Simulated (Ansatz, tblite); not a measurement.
# The cluster Te4Pb2+: one state, many levels

Aim: run the doublet of the cluster Te4Pb2+ at one geometry on many levels, and compare frontier levels, spin and run time.

Program: Ansatz 0.2.0, Gaussian basis. Level of theory: as each input shows. These are calculated values, not measurements.

Plan: GFN1-xTB, GFN2-xTB, PBE-D4/def2-TZVP, r2SCAN-D4/def2-TZVP, HSE06-D4/def2-TZVP, revPBE-D4/def2-TZVP, PBE-D4/def2-SVP, PBE0-D4/def2-SVP, MP2/def2-TZVP.

2 further runs of the same task are left out: 2 set aside as unsound or not needed. Runs told in other sessions of the task aren't counted.

## (1) The geometry

The geometry is that of the doublet, from an earlier relaxation (PBE-D4/def2-SVP). At that level it is the lowest of the isomers that a small search found.

6 atoms, charge 1, spin multiplicity 2.

Bond lengths: Pb1–Te4 3.173 Å, Pb1–Te5 3.043 Å, Pb1–Te6 3.021 Å, Pb2–Te3 3.021 Å, Pb2–Te4 3.043 Å, Pb2–Te5 3.173 Å, Te3–Te4 2.765 Å, Te5–Te6 2.765 Å. Angles: Te4–Pb1–Te5 92.2°, Te4–Pb1–Te6 89.7°, Te5–Pb1–Te6 54.3°, Te3–Pb2–Te4 54.3°, Te3–Pb2–Te5 89.7°, Te4–Pb2–Te5 92.2°, Pb2–Te3–Te4 63.3°, Pb1–Te4–Pb2 87.3°, Pb1–Te4–Te3 93.3°, Pb2–Te4–Te3 62.5°, Pb1–Te5–Pb2 87.3°, Pb1–Te5–Te6 62.5°, Pb2–Te5–Te6 93.3°, Pb1–Te6–Te5 63.3°.

Geometry (Å):

```xyz
6

Pb    1.66695   -1.23956    1.06475
Pb   -0.87662    2.13847    0.32768
Te   -0.52926    0.53834   -2.21060
Te    1.77937    1.26788   -0.87565
Te   -1.15737   -0.56043    1.97150
Te   -0.88305   -2.14473   -0.27769
```

Pb, Te take a core potential in the def2 sets. No spin-orbit coupling is included. The ion is computed in the gas phase, without counter-ions or solvent.

PBE0-D4/def2-TZVP was run before; its log isn't repeated, and its numbers join the tables.

## (2) GFN1-xTB

Tight binding, by tblite at 300 K electronic temperature and without a spin-polarisation term:

```python
tblite.interface.Calculator('GFN1-xTB', numbers, positions, charge=1, uhf=1).singlepoint()
```

Energy -495.3612 eV; 0.006 s.

## (3) GFN2-xTB

Tight binding, by tblite at 300 K electronic temperature and without a spin-polarisation term:

```python
tblite.interface.Calculator('GFN2-xTB', numbers, positions, charge=1, uhf=1).singlepoint()
```

Energy -457.1376 eV; 0.008 s.

## (4) PBE-D4/def2-TZVP

start.molden holds the orbitals of an earlier run on this state, given as this run's starting guess.

in.yaml reads:

```yaml
crystal:
  periodic: [false, false, false]
  atoms:
    - {symbol: Pb, position_ang: [1.666951, -1.239556, 1.064750]}
    - {symbol: Pb, position_ang: [-0.876623, 2.138474, 0.327683]}
    - {symbol: Te, position_ang: [-0.529265, 0.538344, -2.210603]}
    - {symbol: Te, position_ang: [1.779367, 1.267879, -0.875653]}
    - {symbol: Te, position_ang: [-1.157368, -0.560426, 1.971500]}
    - {symbol: Te, position_ang: [-0.883051, -2.144725, -0.277686]}
basis:
  gaussian: {orbitals: def2-TZVP, initial_orbitals: start.molden}
total_charge: 1
magnetization: {spin_polarized: true, initial_magnetization: 1}
hamiltonian: {xc: pbe, dispersion: d4}
scf: {omitted_lower_state_checks: [starts]}
output: {forces: true, orbitals: {seedname: orbitals}}
```

Run with:

```sh
ansatz run in.yaml --threads 4 --pin off --events-out ev --progress --plain --max-ram 6963MiB
```

After this run come: r2SCAN-D4/def2-TZVP; HSE06-D4/def2-TZVP; revPBE-D4/def2-TZVP; PBE-D4/def2-SVP; PBE0-D4/def2-SVP; MP2/def2-TZVP.

Q: Predict the results of all the runs planned. Wanted: gap in def2-TZVP, named functionals, smallest and largest; correlation energy, MP2/def2-TZVP; ⟨S²⟩ in def2-TZVP, named functionals, smallest and largest; PBE0 total energy, smallest basis above largest.

**Answer**, as computed:

```
                                                  quantity                                value
 gap in def2-TZVP, named functionals, smallest and largest  0.45 eV (PBE-D4), 1.92 eV (PBE0-D4)
                         correlation energy, MP2/def2-TZVP                            -71.91 eV
⟨S²⟩ in def2-TZVP, named functionals, smallest and largest                         0.753, 0.760
           PBE0 total energy, smallest basis above largest        1.46 eV (def2-SVP, def2-TZVP)
```

Over the named functionals in def2-TZVP the gap runs from 0.45 eV (PBE-D4) to 1.92 eV (PBE0-D4); exact exchange widens it. Over the named functionals in def2-TZVP spin contamination reaches 0.01 (r2SCAN-D4), which is small.
